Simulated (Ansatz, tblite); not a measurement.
**Si32H36 ring sphere (Si₃₂H₃₆): a ladder of methods and basis sets**

One table from this session's results is given with a row withheld; the runs are named, their logs left out.

Computed with Ansatz 0.2.0, Gaussian basis. Level: as each input shows.

Levels to be run: GFN1-xTB, GFN2-xTB, PBE-D4/def2-TZVP, r2SCAN-D4/def2-TZVP, LDA/def2-TZVP, PBE-D4/def2-SVP, PBE0-D4/def2-SVP, MP2/def2-SVP, RPA/def2-SVP.

1 further run of the same task is left out (set aside as unsound or not needed).

**The relaxed structure**

The geometry is that of the singlet, from an earlier relaxation (PBE-D4/def2-SVP).

68 atoms, charge 0, spin multiplicity 1.

Bond lengths: Si1–Si17 2.359 Å, Si1–Si19 2.359 Å, Si1–Si21 2.359 Å, Si1–H33 1.512 Å, Si2–Si18 2.357 Å, Si2–Si19 2.357 Å, Si2–Si22 2.353 Å, Si2–H34 1.512 Å, Si3–Si20 2.360 Å, Si3–Si21 2.359 Å, Si3–Si23 2.359 Å, Si3–H35 1.512 Å, Si4–Si20 2.356 Å, Si4–Si22 2.353 Å, Si4–Si24 2.357 Å, Si4–H36 1.512 Å, Si5–Si18 2.353 Å, Si5–Si26 2.353 Å and more. Angles: Si17–Si1–Si19 102.3°, Si17–Si1–Si21 113.0°, Si17–Si1–H33 109.6°, Si19–Si1–Si21 113.0°, Si19–Si1–H33 109.6°, Si21–Si1–H33 109.0°, Si18–Si2–Si19 107.1°, Si18–Si2–Si22 109.5°, Si18–Si2–H34 109.3°, Si19–Si2–Si22 112.3°, Si19–Si2–H34 110.1°, Si22–Si2–H34 108.5°, Si20–Si3–Si21 113.1°, Si20–Si3–Si23 102.2°, Si20–Si3–H35 109.6°, Si21–Si3–Si23 113.0°, Si21–Si3–H35 109.0°, Si23–Si3–H35 109.6° and more.

PBE0-D4/def2-TZVP was run before; its log isn't repeated, and its numbers join the tables.

The first run:

Tight binding, by tblite at 300 K electronic temperature and without a spin-polarisation term:

```python
tblite.interface.Calculator('GFN1-xTB', numbers, positions, charge=0, uhf=0).singlepoint()
```

Tight binding, by tblite at 300 K electronic temperature and without a spin-polarisation term:

```python
tblite.interface.Calculator('GFN2-xTB', numbers, positions, charge=0, uhf=0).singlepoint()
```

start.molden holds the orbitals of an earlier run on this state, given as this run's starting guess.

File in.yaml:

```yaml
crystal:
  periodic: [false, false, false]
  atoms:
    - {symbol: Si, position_ang: [-2.847513, -2.845710, 0.119922]}
    - {symbol: Si, position_ang: [-2.839316, -0.133496, -2.599265]}
    - {symbol: Si, position_ang: [-2.846375, -0.114080, 2.846392]}
    - {symbol: Si, position_ang: [-2.836151, 2.603166, 0.132744]}
    - {symbol: Si, position_ang: [-0.107106, -0.110189, -5.344177]}
    - {symbol: Si, position_ang: [-0.136065, -2.839522, -2.599174]}
    - {symbol: Si, position_ang: [-0.133570, -0.133465, 0.133508]}
    - {symbol: Si, position_ang: [2.599727, -2.838843, 0.134131]}
    - {symbol: Si, position_ang: [2.573833, -0.133945, -2.575838]}
    - {symbol: Si, position_ang: [-0.117669, -2.844397, 2.848211]}
    - {symbol: Si, position_ang: [2.601773, -0.133066, 2.837334]}
    - {symbol: Si, position_ang: [-0.130602, 2.573381, -2.576391]}
    - {symbol: Si, position_ang: [-0.103001, 5.344561, 0.102221]}
    - {symbol: Si, position_ang: [2.576265, 2.573360, 0.128917]}
    - {symbol: Si, position_ang: [-0.131233, 2.602177, 2.836683]}
    - {symbol: Si, position_ang: [5.344589, -0.108274, 0.104191]}
    - {symbol: Si, position_ang: [-1.604235, -4.201639, -1.357375]}
    - {symbol: Si, position_ang: [-1.463529, -1.462375, -3.976981]}
    - {symbol: Si, position_ang: [-4.201926, -1.602426, -1.358790]}
    - {symbol: Si, position_ang: [-4.199934, 1.364702, 1.602061]}
    - {symbol: Si, position_ang: [-1.489519, -1.487645, 1.490323]}
    - {symbol: Si, position_ang: [-1.497160, 1.218838, -1.218781]}
    - {symbol: Si, position_ang: [-1.602516, 1.365152, 4.199774]}
    - {symbol: Si, position_ang: [-1.457744, 3.980544, 1.459249]}
    - {symbol: Si, position_ang: [1.360903, -4.199887, 1.605722]}
    - {symbol: Si, position_ang: [1.232518, 1.230367, -3.949813]}
    - {symbol: Si, position_ang: [1.217383, -1.498783, -1.218395]}
    - {symbol: Si, position_ang: [1.219645, 1.218608, 1.496248]}
    - {symbol: Si, position_ang: [3.978601, -1.461772, 1.460464]}
    - {symbol: Si, position_ang: [3.948640, 1.230501, -1.235510]}
    - {symbol: Si, position_ang: [1.360879, -1.599858, 4.201682]}
    - {symbol: Si, position_ang: [1.235305, 3.946891, -1.236140]}
    - {symbol: H, position_ang: [-3.718956, -3.716048, 0.996756]}
    - {symbol: H, position_ang: [-3.695597, 0.763747, -3.464105]}
    - {symbol: H, position_ang: [-3.718438, -0.988764, 3.718264]}
    - {symbol: H, position_ang: [-3.691375, 3.468230, -0.765301]}
    - {symbol: H, position_ang: [-0.970348, 0.758922, -6.227652]}
    - {symbol: H, position_ang: [0.763414, -0.977075, -6.222693]}
    - {symbol: H, position_ang: [0.760604, -3.696020, -3.464397]}
    - {symbol: H, position_ang: [3.463899, -3.695871, -0.763046]}
    - {symbol: H, position_ang: [3.435655, -1.028367, -3.438480]}
    - {symbol: H, position_ang: [-0.993467, -3.715199, 3.720231]}
    - {symbol: H, position_ang: [3.467158, 0.764878, 3.692334]}
    - {symbol: H, position_ang: [-1.023889, 3.436422, -3.438996]}
    - {symbol: H, position_ang: [-0.968033, 6.224323, -0.768868]}
    - {symbol: H, position_ang: [0.767651, 6.226742, 0.965229]}
    - {symbol: H, position_ang: [3.439843, 3.435829, 1.021812]}
    - {symbol: H, position_ang: [0.766936, 3.466544, 3.692480]}
    - {symbol: H, position_ang: [6.224917, -0.973966, -0.765689]}
    - {symbol: H, position_ang: [6.226172, 0.762448, 0.967748]}
    - {symbol: H, position_ang: [-2.584603, -4.825104, -2.323959]}
    - {symbol: H, position_ang: [-0.872656, -5.311691, -0.652252]}
    - {symbol: H, position_ang: [-2.349204, -2.347193, -4.825538]}
    - {symbol: H, position_ang: [-4.823612, -2.582832, -2.326492]}
    - {symbol: H, position_ang: [-5.313384, -0.871883, -0.654820]}
    - {symbol: H, position_ang: [-5.311818, 0.661793, 0.871190]}
    - {symbol: H, position_ang: [-4.820968, 2.332812, 2.582452]}
    - {symbol: H, position_ang: [-2.582744, 2.334827, 4.818631]}
    - {symbol: H, position_ang: [-0.873721, 0.662556, 5.313222]}
    - {symbol: H, position_ang: [-2.341701, 4.831104, 2.343859]}
    - {symbol: H, position_ang: [0.657729, -5.313096, 0.877127]}
    - {symbol: H, position_ang: [2.329321, -4.819180, 2.586919]}
    - {symbol: H, position_ang: [2.129647, 2.126265, -4.773936]}
    - {symbol: H, position_ang: [4.827899, -2.346775, 2.345235]}
    - {symbol: H, position_ang: [4.771752, 2.126742, -2.133227]}
    - {symbol: H, position_ang: [0.656845, -0.866927, 5.311545]}
    - {symbol: H, position_ang: [2.327701, -2.579915, 4.825284]}
    - {symbol: H, position_ang: [2.132439, 4.768877, -2.134004]}
basis:
  gaussian: {orbitals: def2-TZVP, fitting: {mean_field: def2-universal-jkfit}, initial_orbitals: start.molden}
hamiltonian: {xc: pbe, dispersion: d4}
scf: {omitted_lower_state_checks: [starts]}
output: {orbitals: {seedname: orbitals}}
```

Launch:

```sh
$ ansatz run in.yaml --threads 10 --pin off --events-out ev --progress --plain --max-ram 110592MiB --backend cuda --devices 0, --max-vram 75GiB
```

Among the steps run: PBE-D4/def2-TZVP; r2SCAN-D4/def2-TZVP; LDA/def2-TZVP; PBE-D4/def2-SVP; PBE0-D4/def2-SVP; MP2/def2-SVP; RPA/def2-SVP.

One of the session's tables, all rows but one given; the rest of the session is left out.

It belongs to the step «Binding energy». 

```
              level  binding an atom (eV)
        HF/def2-SVP                     ?
      LDA/def2-TZVP                 3.777
    PBE-D4/def2-SVP                 3.419
   PBE-D4/def2-TZVP                 3.411
r2SCAN-D4/def2-TZVP                 3.416
   PBE0-D4/def2-SVP                 3.416
  PBE0-D4/def2-TZVP                 3.412
       MP2/def2-SVP                 3.144
```

Estimate the missing values for HF/def2-SVP.

As computed: binding an atom (eV): 2.455. In the column «binding an atom (eV)» it is the lowest.

To keep in mind: Free atoms were run apart at each level; binding is atoms less cluster, divided by the number of atoms, without zero-point or spin-orbit terms.
